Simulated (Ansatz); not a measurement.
# Ni in Ansatz: the effect of functional

The system is Ni, a sheet with vacuum.

```
Ni
1.0
     2.25911    0.00000    0.00000
     0.00000    2.25911    0.00000
     0.00000    0.00000   23.80000
Ni
1
Cartesian
  1.1296 1.1296 7.0001
```

The cell was built by a generator and needn't be a form met in nature.

Alike in all runs:

```yaml
Program: Ansatz 0.2.0
Task: single point
Potentials_or_basis: all-electron LAPW, scalar-relativistic
Basis_error_allowed: 0.002 eV/atom
k_mesh: 12 × 12 × 1
Occupations: fermi-dirac, width 0.05 eV
Spin: collinear spin, ferromagnetic start
Starting_moments: "[1.0] μB"
```

| functional | cutoff | moment (μB) | work function (eV) |
| --- | --- | --- | --- |
| PBE | 361 eV (chosen from the basis error) | 0.88 | 5.25 |
| LDA | 360 eV (chosen from the basis error) | ? | ? |
| PBEsol | 360 eV (chosen from the basis error) | 0.88 | 5.37 |

Q: What does the run with functional LDA give?

A: Moment 0.85 μB; work function 5.62 eV.
